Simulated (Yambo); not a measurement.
# Al: optical spectrum with LDA

Al:

```
CELL_PARAMETERS angstrom
0.00000 2.02481 2.02481
2.02481 0.00000 2.02481
2.02481 2.02481 0.00000
ATOMIC_POSITIONS crystal
Al 0.00000 0.00000 0.00000
```

```yaml
Program: Yambo 5.3.0
Task: optical spectrum
Functional: LDA
Potentials_or_basis: PseudoDojo 0.4.1 SR LDA stringent
Cutoff: 599 eV
Density_cutoff: 2395 eV
k_mesh: 8 × 8 × 8
Occupations: fermi-dirac, width 0.05 eV
Spin: no spin polarisation
k_mesh_of_the_self-consistent_run: 12 × 12 × 12
Form_of_the_LDA: PW92
Direction_of_the_field_or_of_q_to_0: y
Broadening: 0.1 eV
Kernel: Hartree (RPA with local fields)
Top_of_the_energy_range: 30 eV
Energy_points: 300
Correction_of_the_levels: none
Bands_in_the_response: 42
Cutoff_of_the_response_matrix: 2 Ry
```

```yaml
Band_gap_on_the_k_mesh_mean-field_level: none (metal or under the smearing width)
Peak_of_the_energy-loss_function: 10.4 eV
```

Dielectric function (along the field direction of the input):
```
energy (eV)  real part  imaginary part
       0.30      54.75            2.17
       0.90     102.33           37.54
       1.61     -69.84           52.38
       2.31     -23.71            5.13
       3.01     -10.60            1.21
       3.61      -5.39            0.70
       4.31       1.51            4.29
       5.02      -4.76            0.67
       5.72      -2.68            0.21
       6.32      -1.76            0.16
       7.02      -1.18            0.14
       7.73      -0.72            0.28
       8.43      -0.28            0.41
       9.03      -0.42            0.10
       9.73      -0.23            0.06
      10.43       0.00            0.03
      11.14       0.16            0.03
      11.74       0.24            0.08
      12.44       0.37            0.05
      13.14       0.36            0.03
      13.85       0.42            0.03
      14.45       0.49            0.01
      15.15       0.56            0.02
      15.85       0.60            0.03
      16.56       0.64            0.06
      17.16       0.62            0.02
      17.86       0.66            0.02
      18.56       0.69            0.01
      19.26       0.72            0.01
      19.97       0.74            0.01
```

Energy-loss function:
| energy (eV) | loss |
| --- | --- |
| 0.0 | 0.000 |
| 1.3 | 0.005 |
| 2.6 | 0.008 |
| 3.9 | 0.070 |
| 5.2 | 0.025 |
| 6.5 | 0.074 |
| 7.8 | 0.335 |
| 9.1 | 0.717 |
| 10.4 | 33.570 |
| 11.7 | 1.247 |
| 13.0 | 0.278 |
| 14.3 | 0.052 |
| 15.7 | 0.071 |
| 17.0 | 0.111 |
| 18.3 | 0.032 |
| 19.6 | 0.028 |
| 20.9 | 0.036 |
| 22.2 | 0.018 |
| 23.5 | 0.024 |
| 24.8 | 0.015 |
| 26.1 | 0.014 |
| 27.4 | 0.025 |
| 28.7 | 0.008 |
| 30.0 | 0.012 |

It took 21 s on 1 thread of Arm Neoverse V1, with other jobs on the host.

Caveat: the intraband (Drude) term of the metal is left out; spectra need much finer meshes, so this one isn't converged; these spectra lack excitons.
